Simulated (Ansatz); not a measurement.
# H3NaSiTe (SMILES [Na][SiH2][TeH]): functionals against CCSD(T) at one geometry

An exercise on one series of results from a longer session: the logs are not shown, and one member is left open.

Method: single points in def2-TZVPP; program: Ansatz 0.2.0, Gaussian basis.

Cores are frozen in the correlated methods. Filled d shells of the heavier atoms are correlated. Core potentials replace the inner electrons past krypton, and spin-orbit coupling is left out. The outer core shell of Li, Na, Mg and K is correlated. B3LYP uses VWN-RPA correlation.

## Starting geometry

SMILES `[Na][SiH2][TeH]`, 6 atoms, charge 0, spin multiplicity 1.

Atoms are counted from 1 here; the program's logs count them from 0.

Bond lengths: Na1–Si2 2.686 Å, Si2–Te3 2.568 Å, Si2–H4 1.510 Å, Si2–H5 1.509 Å, Te3–H6 1.678 Å. Angles: Na1–Si2–Te3 97.1°, Na1–Si2–H4 125.4°, Na1–Si2–H5 133.8°, Te3–Si2–H4 93.0°, Te3–Si2–H5 104.2°, H4–Si2–H5 94.2°, Si2–Te3–H6 88.5°.

Geometry (Å):

| atom | x (Å) | y (Å) | z (Å) |
| --- | --- | --- | --- |
| Na1 | -2.4341 | 0.5930 | 0.5301 |
| Si2 | -0.2467 | -0.4559 | -0.6226 |
| Te3 | 1.4421 | 0.3006 | 1.1584 |
| H4 | 0.1827 | -1.9004 | -0.5294 |
| H5 | 0.4629 | -0.2131 | -1.9319 |
| H6 | 0.5382 | 1.6997 | 1.3584 |

The first run:

The input, run/in.yaml:

```yaml
crystal:
  periodic: [false, false, false]
  atoms:
    - {symbol: Na, position_ang: [-2.434100, 0.593000, 0.530100]}
    - {symbol: Si, position_ang: [-0.246700, -0.455900, -0.622600]}
    - {symbol: Te, position_ang: [1.442100, 0.300600, 1.158400]}
    - {symbol: H, position_ang: [0.182700, -1.900400, -0.529400]}
    - {symbol: H, position_ang: [0.462900, -0.213100, -1.931900]}
    - {symbol: H, position_ang: [0.538200, 1.699700, 1.358400]}
basis:
  gaussian: {orbitals: def2-TZVPP}
correlation: {method: ccsd_t}
output: {forces: true}
```

The command line of these runs was not kept.

Among the steps run: CCSD(T)/def2-TZVPP; PBE0-D4/def2-TZVPP; wB97M-V/def2-TZVPP; r2SCAN-D4/def2-TZVPP; PBE-D4/def2-TZVPP; wB97X-V/def2-TZVPP; B3LYP-D4/def2-TZVPP.

One of the session's tables, all rows but one given; the rest of the session is left out.

| method | RMS force component (eV/Å) | angle to CCSD(T) forces (°) | dipole (D) |
| --- | --- | --- | --- |
| CCSD(T) | 0.308 | reference | 9.09 |
| PBE0-D4 | ? | ? | ? |
| wB97M-V | 0.314 | 9.0 | 8.92 |
| r2SCAN-D4 | 0.266 | 8.1 | 8.82 |
| PBE-D4 | 0.200 | 29.6 | 8.14 |
| wB97X-V | 0.317 | 10.8 | 9.06 |
| B3LYP-D4 | 0.290 | 14.9 | 8.47 |

**Question.** Estimate the row for PBE0-D4.

**Answer.** RMS force component (eV/Å): 0.268; angle to CCSD(T) forces (°): 10.2; dipole (D): 8.65. In the column «RMS force component (eV/Å)» it lies between r2SCAN-D4 (0.266) and B3LYP-D4 (0.290).
